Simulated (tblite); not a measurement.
# H14O14P28: the cost of one run

Programs: tblite 0.8.0 and PySCF 2.14.0, with routines of our own; each step states its level. All values are computed. Atoms count from 0.

## Step 1: The starting structure

56 atoms, charge 0, multiplicity 1; geometry from: force field, distance geometry or constructed start.

## Step 2: Geometry optimisation with GFN2-xTB

Job settings and geometry (Å):

```
{"job": {"kind": "relax", "xc": "GFN2-xTB", "basis": "xTB"}, "charge": 0, "multiplicity": 1}
P     -4.122200    -1.182200    -2.931100
P     -4.130300    -1.177800     1.439600
P     -4.121900     0.947300    -3.633900
P     -4.127800     0.954000     0.734900
P      2.499900    -1.181600    -2.926100
P      4.154600    -1.180900    -1.449500
P     -0.813000    -1.178700    -2.932800
P      0.847300    -1.177700    -1.445400
P     -2.467400    -1.182500    -1.447300
P      2.498100    -1.181200     1.448100
P      4.155800    -1.181600     2.927000
P     -0.815600    -1.182400     1.446500
P      0.840500    -1.179700     2.934100
P     -2.467900    -1.181000     2.926400
P      2.498700     0.954700    -3.634700
P      0.842000     0.950200    -5.111200
P     -0.812700     0.951500    -3.634000
P     -2.471200     0.946200    -5.118500
P      4.157300     0.951400     3.637000
P      2.503700     0.950500     5.119800
P      4.155600     0.953400    -0.740000
P      2.500000     0.951100     0.740900
P      0.847300     0.954200     3.641100
P     -0.817300     0.945300     5.115600
P      0.844400     0.952200    -0.740600
P     -0.819200     0.948700     0.743600
P     -2.469400     0.951900     3.633800
P     -2.470700     0.950200    -0.740300
O     -5.415800    -1.180000    -1.777900
H     -6.017400    -1.906400    -2.073300
O     -5.412800    -1.179800     2.599000
H     -6.020400    -1.905500     2.299500
O     -5.417400     0.949700    -4.790300
H     -5.810000     1.853300    -4.714500
O     -5.415200     0.951400    -0.415700
H     -6.085100     1.577400    -0.039500
O      5.446400    -1.180300    -2.604500
H      6.152900    -1.735600    -2.187300
O      5.448300    -1.184300     1.775500
H      6.147200    -1.734700     2.192500
O      3.790100     0.947300    -4.784600
H      4.043000     1.898100    -4.880800
O      0.848800    -0.691700    -5.664900
H      0.844000    -0.627400    -6.651200
O     -2.473800    -0.691000    -5.658900
H     -2.953500    -0.666000    -6.529700
O      5.449600     0.949700     4.787500
H      6.003600     1.731900     4.540200
O      2.502500    -0.692300     5.661200
H      2.500300    -0.626200     6.651100
O      5.446300     0.942300     0.415200
H      6.010500     1.730600     0.161600
O     -0.813500    -0.693100     5.661100
H     -1.298000    -0.669200     6.523000
O     -3.758700     0.948700     4.789600
H     -4.155600     1.857600     4.718500
```

The run is started by

```
$ OMP_NUM_THREADS=4 python large_run.py task.json out
```

The driver reads the jobs from task.json and runs them one after another.

**Question.** How long does this first job take on 4 threads of Arm Neoverse V1, shared host, and how much memory does it need?

About 18 s, with a peak of 0.17 GiB.
